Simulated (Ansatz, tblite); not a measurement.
# The cluster LiSn₁₉H₂₈: one state, many levels

How do method and basis change the picture of the cluster LiSn₁₉H₂₈ (doublet)?

Computed with Ansatz 0.2.0, Gaussian basis. Level: as each input shows.

The runs, in order: GFN1-xTB, GFN2-xTB, PBE-D4/def2-SVP, r2SCAN-D4/def2-SVP, B97M-V/def2-SVP, r2SCAN-D4/def2-mTZVP.

4 further runs of the same task are left out: 3 for a known fault of the program, 1 set aside as unsound or not needed.

## (1) The geometry

The doublet was relaxed beforehand with PBE-D4/def2-SVP.

48 atoms, charge 0, spin multiplicity 2.

Bond lengths: Li1–Sn5 3.133 Å, Li1–Sn8 3.096 Å, Li1–Sn18 2.968 Å, Li1–Sn20 3.179 Å, Li1–H27 1.844 Å, Li1–H44 1.893 Å, Li1–H48 1.870 Å, Sn2–Sn10 2.829 Å, Sn2–Sn11 2.840 Å, Sn2–Sn15 2.931 Å, Sn2–H21 1.752 Å, Sn3–Sn13 2.818 Å, Sn3–Sn14 2.819 Å, Sn3–Sn16 2.815 Å, Sn3–H22 1.744 Å, Sn4–Sn10 2.819 Å, Sn4–Sn12 2.817 Å, Sn4–Sn17 2.817 Å and more. Angles: Sn5–Li1–Sn8 91.3°, Sn5–Li1–Sn18 57.0°, Sn5–Li1–Sn20 96.9°, Sn5–Li1–H27 112.8°, Sn5–Li1–H44 89.0°, Sn5–Li1–H48 125.9°, Sn8–Li1–Sn18 147.1°, Sn8–Li1–Sn20 105.8°, Sn8–Li1–H27 31.6°, Sn8–Li1–H44 153.9°, Sn8–Li1–H48 99.5°, Sn18–Li1–Sn20 87.9°, Sn18–Li1–H27 149.4°, Sn18–Li1–H44 35.8°, Sn18–Li1–H48 106.1°, Sn20–Li1–H27 122.7°, Sn20–Li1–H44 100.1°, Sn20–Li1–H48 29.2° and more.

Sn takes a core potential in the def2 sets. No spin-orbit coupling is included.

PBE0-D4/def2-SVP was run before; its log isn't repeated, and its numbers join the tables.

## (2) GFN1-xTB

Tight binding, by tblite at 300 K electronic temperature and without a spin-polarisation term:

```python
tblite.interface.Calculator('GFN1-xTB', numbers, positions, charge=0, uhf=1).singlepoint()
```

Energy -1727.9909 eV; 0.33 s.

## (3) GFN2-xTB

Tight binding, by tblite at 300 K electronic temperature and without a spin-polarisation term:

```python
tblite.interface.Calculator('GFN2-xTB', numbers, positions, charge=0, uhf=1).singlepoint()
```

Energy -1493.9980 eV; 0.69 s.

## (4) PBE-D4/def2-SVP

start.molden holds the orbitals of an earlier run on this state, given as this run's starting guess.

Contents of in.yaml:

```yaml
crystal:
  periodic: [false, false, false]
  atoms:
    - {symbol: Li, position_ang: [1.474964, 2.439795, 1.230063]}
    - {symbol: Sn, position_ang: [-1.888608, -1.899994, -2.149788]}
    - {symbol: Sn, position_ang: [-1.654637, -1.571662, 5.172930]}
    - {symbol: Sn, position_ang: [-1.640745, 1.329529, -5.420488]}
    - {symbol: Sn, position_ang: [-1.490741, 1.924163, 2.100095]}
    - {symbol: Sn, position_ang: [1.894289, -1.593219, -4.787545]}
    - {symbol: Sn, position_ang: [0.913234, -1.706095, 1.357590]}
    - {symbol: Sn, position_ang: [0.873427, 1.464799, -1.645751]}
    - {symbol: Sn, position_ang: [1.908291, 1.282695, 5.100351]}
    - {symbol: Sn, position_ang: [-3.347247, -0.508383, -4.134049]}
    - {symbol: Sn, position_ang: [0.172351, -3.370786, -3.436150]}
    - {symbol: Sn, position_ang: [0.487872, -0.030959, -6.667758]}
    - {symbol: Sn, position_ang: [-3.118493, 0.479286, 3.910291]}
    - {symbol: Sn, position_ang: [-0.354731, -3.269042, 3.335867]}
    - {symbol: Sn, position_ang: [-0.960095, -0.066803, -0.059684]}
    - {symbol: Sn, position_ang: [0.340386, -0.371664, 6.755771]}
    - {symbol: Sn, position_ang: [-0.517219, 3.067136, -3.508767]}
    - {symbol: Sn, position_ang: [0.379062, 3.319896, 3.844648]}
    - {symbol: Sn, position_ang: [3.033420, 0.102234, -2.846095]}
    - {symbol: Sn, position_ang: [2.753425, -0.050366, 2.737386]}
    - {symbol: H, position_ang: [-2.984787, -3.068340, -1.441500]}
    - {symbol: H, position_ang: [-2.684666, -2.506894, 6.224052]}
    - {symbol: H, position_ang: [-2.504699, 2.263449, -6.612983]}
    - {symbol: H, position_ang: [-2.553349, 3.175442, 1.477074]}
    - {symbol: H, position_ang: [3.165319, -2.462225, -5.606799]}
    - {symbol: H, position_ang: [1.893146, -2.749732, 0.356189]}
    - {symbol: H, position_ang: [1.649879, 2.703033, -0.586197]}
    - {symbol: H, position_ang: [3.320166, 1.900162, 5.918615]}
    - {symbol: H, position_ang: [-4.024458, -1.580020, -5.328303]}
    - {symbol: H, position_ang: [-4.676444, 0.360740, -3.421609]}
    - {symbol: H, position_ang: [-0.463360, -4.543329, -4.558243]}
    - {symbol: H, position_ang: [1.109317, -4.249891, -2.263261]}
    - {symbol: H, position_ang: [-0.113515, -1.052744, -7.938991]}
    - {symbol: H, position_ang: [1.570982, 1.109947, -7.408529]}
    - {symbol: H, position_ang: [-4.440849, -0.247918, 3.043244]}
    - {symbol: H, position_ang: [-3.816936, 1.490138, 5.143848]}
    - {symbol: H, position_ang: [-1.510678, -4.343013, 2.606162]}
    - {symbol: H, position_ang: [0.786453, -4.262257, 4.195990]}
    - {symbol: H, position_ang: [-0.329812, 0.624593, 8.013221]}
    - {symbol: H, position_ang: [1.374850, -1.537690, 7.524456]}
    - {symbol: H, position_ang: [-1.749737, 3.952753, -2.660445]}
    - {symbol: H, position_ang: [0.537898, 4.231739, -4.251463]}
    - {symbol: H, position_ang: [0.240013, 4.877884, 4.632686]}
    - {symbol: H, position_ang: [1.608573, 3.754261, 2.585634]}
    - {symbol: H, position_ang: [3.856867, -0.817623, -1.621084]}
    - {symbol: H, position_ang: [4.184965, 1.218029, -3.517496]}
    - {symbol: H, position_ang: [4.408088, -0.591859, 2.790051]}
    - {symbol: H, position_ang: [2.940372, 1.347001, 1.624662]}
basis:
  gaussian: {orbitals: def2-SVP, fitting: {mean_field: def2-universal-jkfit}, initial_orbitals: start.molden}
magnetization: {spin_polarized: true, initial_magnetization: 1}
hamiltonian: {xc: pbe, dispersion: d4}
scf: {omitted_lower_state_checks: [starts]}
output: {forces: true, orbitals: {seedname: orbitals}}
```

On the command line:

```sh
ansatz run in.yaml --threads 4 --pin off --events-out ev --progress --plain --max-ram 46080MiB --backend cuda --devices 0, --max-vram 37GiB
```

The runs that follow: r2SCAN-D4/def2-SVP; B97M-V/def2-SVP; r2SCAN-D4/def2-mTZVP.

Q: Predict the results of all the runs planned. Wanted: gap in def2-SVP, named functionals, smallest and largest; binding an atom, functionals in def2-SVP; ⟨S²⟩ in def2-SVP, named functionals, smallest and largest.

As calculated:

| quantity | value |
| --- | --- |
| gap in def2-SVP, named functionals, smallest and largest | 0.28 eV (PBE-D4), 1.42 eV (PBE0-D4) |
| binding an atom, functionals in def2-SVP | 2.40 (PBE0-D4) to 2.49 eV (B97M-V) |
| ⟨S²⟩ in def2-SVP, named functionals, smallest and largest | 0.752, 0.760 |

**Reading.** Over the named functionals in def2-SVP the gap runs from 0.28 eV (PBE-D4) to 1.42 eV (PBE0-D4); exact exchange widens it. Over the named functionals in def2-SVP spin contamination reaches 0.01 (r2SCAN-D4), which is small.
